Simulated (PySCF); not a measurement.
# BBrO (Bromine Oxoborane): the cost of one run

The runs use PySCF 2.14.0, with density-fitted response routines of our own; the level of theory stands in each step. All values are computed, except where a source is named. Atoms are numbered from 0 throughout.

## Step 1: The molecule as given

3 atoms, charge 0, multiplicity 1; geometry from: GFN2-xTB. The atoms were then displaced at random by about 0.03 Å, so the start is not that level's minimum.

Bonds of the start (Å): O0–B1 1.11, B1–Br2 1.76.

## Step 2: Geometry optimisation at PBE0-D3(BJ)/def2-SVP

The job: settings as JSON, then the geometry in Å.

```
{"job": {"xc": "PBE0", "basis": "def2-SVP", "d3": "d3bj", "grid": 1, "shake": 0.03, "kind": "geom"}, "charge": 0, "multiplicity": 1}
O     -1.324190     0.044950     0.000140
B     -0.214290     0.091130    -0.015430
Br     1.545050     0.072040    -0.029710
```

Started as:

```sh
> OMP_NUM_THREADS=1 python probes_run.py task.json out
```

The driver reads the jobs from task.json and runs them one after another.

Q: Estimate the wall time and peak memory of this first job on 1 thread of AMD EPYC 7R43, shared host.

About 6.1 s, with a peak of 0.27 GiB.
